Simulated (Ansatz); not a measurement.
# CsGa2: the cost of one run

Method: DFT PBE, scalar-relativistic, plane waves, PAW, in Ansatz 0.2.0.

## 1. The starting structure

It takes space group Fd-3m (No. 227, cubic). The conventional cell has a = 8.665 Å, b = 8.665 Å, c = 8.665 Å, α = 90.00°, β = 90.00°, γ = 90.00°. Cs (site symmetry -43m) is surrounded by 12 Ga at 3.59 Å and 4 Cs at 3.75 Å. Ga (site symmetry -3m) has 6 Ga at 3.06 Å as nearest neighbours.

Coordinates:

```xyz
6
Lattice="0.0000 4.3323 4.3323 4.3323 0.0000 4.3323 4.3323 4.3323 0.0000" Properties=species:S:1:pos:R:3 pbc="T T T"
Cs    0.0000    0.0000    0.0000
Cs    2.1661    2.1661    2.1661
Ga    5.4153    5.4153    5.4153
Ga    5.4153    3.2492    3.2492
Ga    3.2492    3.2492    5.4153
Ga    3.2492    5.4153    3.2492
```

This is candidate A: cubic Laves (C15) type (Fd-3m, No. 227).

(A quick probe on a coarse mesh, which set the mesh and smearing, is not shown.)

## 3. Relaxing cell and atoms (candidate A)

File input.yaml:

```yaml
crystal:
  lattice:
    - [0.0, 4.3322632069, 4.3322632069]
    - [4.3322632069, 0.0, 4.3322632069]
    - [4.3322632069, 4.3322632069, 0.0]
  atoms:
    - { symbol: Cs, position: [0.0, 0.0, 0.0] }
    - { symbol: Cs, position: [0.25, 0.25, 0.25] }
    - { symbol: Ga, position: [0.625, 0.625, 0.625] }
    - { symbol: Ga, position: [0.125, 0.625, 0.625] }
    - { symbol: Ga, position: [0.625, 0.625, 0.125] }
    - { symbol: Ga, position: [0.625, 0.125, 0.625] }
basis:
  ecutwfc: 420
kpoints:
  mp_grid: { grid: [8, 8, 8] }
hamiltonian:
  xc: pbe
scf:
  occupations: { method: gaussian, width: 0.1 }
output:
  forces: true
  stress: true
  eigenvalues: true
  write_density: true
  write_potential: true
  elf: true
  volumetric_format: npy
relax:
  adjacent_minimum: "off"
  f_tol: 0.01
  max_steps: 80
  cell: { stress_tol: 0.05 }
```

The run is started by

```console
ansatz run input.yaml --threads 1 --pin off --max-ram 2560MiB --backend cpu --events-out ev --progress --plain --runs-dir out
```

Q: Estimate wall time and peak memory on 1 thread of Intel Xeon Platinum 8259CL at 2.50GHz (Skylake/Cascade Lake), shared host.

About 1.9 min, with a peak of 0.6 GiB.
